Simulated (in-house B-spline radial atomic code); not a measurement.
# La²⁺: excited configurations

Wanted: excitation energies of La²⁺ as differences of total energies (ΔSCF).

Program: in-house B-spline radial atomic code version 1. Level of theory: scalar-relativistic (spin-free one-electron X2C) RPBE, spin-polarised, spherical fractional occupations, Fermi nucleus, basis-set limit. These are calculated values, not measurements, unless marked.

## 1. Starting point

| Item | Value |
| --- | --- |
| element | lanthanum (Z = 57) |
| charge | +2 |
| electrons | 55 |
| configuration | [Xe] 5d1 |
| Hamiltonian | scalar-relativistic (X2C) |
| nucleus | Fermi, rms radius 4.855 fm |

The outer shells:

[Xe] 5d1
```
[Xe] core
5d [↑ ][  ][  ][  ][  ]
```

Where spins are not typed, each open shell is filled with up spins first.

## 2. The base configuration

Input settings:

```ini
Z = 57
electrons = 55.0
configuration = [Xe] 5d1
hamiltonian = x2c
method = rpbe,pbe
spin_polarised = True
nucleus = fermi
rms_radius = 4.855
mass_number = 139
atomic_mass = 138.906362927
speed_of_light = 137.035999084
```

## 3. Configuration [Kr] 4d9 5s2 5p6 5d1 6f1

The settings differ from step 2 so:

```diff
@@ -2,3 +2,3 @@
 electrons = 55.0
-configuration = [Xe] 5d1
+configuration = [Kr] 4d9 5s2 5p6 5d1 6f1
 hamiltonian = x2c
```

## 4. Run with [Xe] 6f1

The settings differ from step 3 so:

```diff
@@ -2,3 +2,3 @@
 electrons = 55.0
-configuration = [Kr] 4d9 5s2 5p6 5d1 6f1
+configuration = [Xe] 6f1
 hamiltonian = x2c
```

## 5. Run with [Kr] 4d9 5s2 5p6 5d1 6s1

The settings differ from step 4 so:

```diff
@@ -2,3 +2,3 @@
 electrons = 55.0
-configuration = [Xe] 6f1
+configuration = [Kr] 4d9 5s2 5p6 5d1 6s1
 hamiltonian = x2c
```

## 6. [Kr] 4d10 5s2 5p5 5d2

The settings differ from step 5 so:

```diff
@@ -2,3 +2,3 @@
 electrons = 55.0
-configuration = [Kr] 4d9 5s2 5p6 5d1 6s1
+configuration = [Kr] 4d10 5s2 5p5 5d2
 hamiltonian = x2c
```

## 7. [Kr] 4d10 5s2 5p5 5d1 6p1

The settings differ from step 6 so:

```diff
@@ -2,3 +2,3 @@
 electrons = 55.0
-configuration = [Kr] 4d10 5s2 5p5 5d2
+configuration = [Kr] 4d10 5s2 5p5 5d1 6p1
 hamiltonian = x2c
```

**Question.** How far above the reference does each configuration lie (order and size, in eV)?

As calculated:

| net move | configuration | 2|M_S|+1 | energy above the reference (eV) | largest <r> (bohr) |
| --- | --- | --- | --- | --- |
| 5d → 6f | [Xe] 6f1 | 2 | 13.623 | 9.78 |
| 5p → 5d | [Kr] 4d10 5s2 5p5 5d2 | 4 | 19.265 | 2.48 |
| 5p → 6p | [Kr] 4d10 5s2 5p5 5d1 6p1 | 4 | 25.600 | 4.22 |
| 4d → 6s | [Kr] 4d9 5s2 5p6 5d1 6s1 | 4 | 107.99 | 3.52 |
| 4d → 6f | [Kr] 4d9 5s2 5p6 5d1 6f1 | 4 | 120.93 | 9.35 |

**Reading.** At the bottom stands 5d → 6f (13.623 eV), at the top 4d → 6f (120.93 eV). 3 of them lie more than 60 % above minus the reference's highest level (14.954 eV), in the range where a state can decay by emitting an electron. The reference has 2|M_S|+1 = 2; 4 of the configurations differ from it in spin. These are spherical averages at the typed spins, not spectroscopic levels.
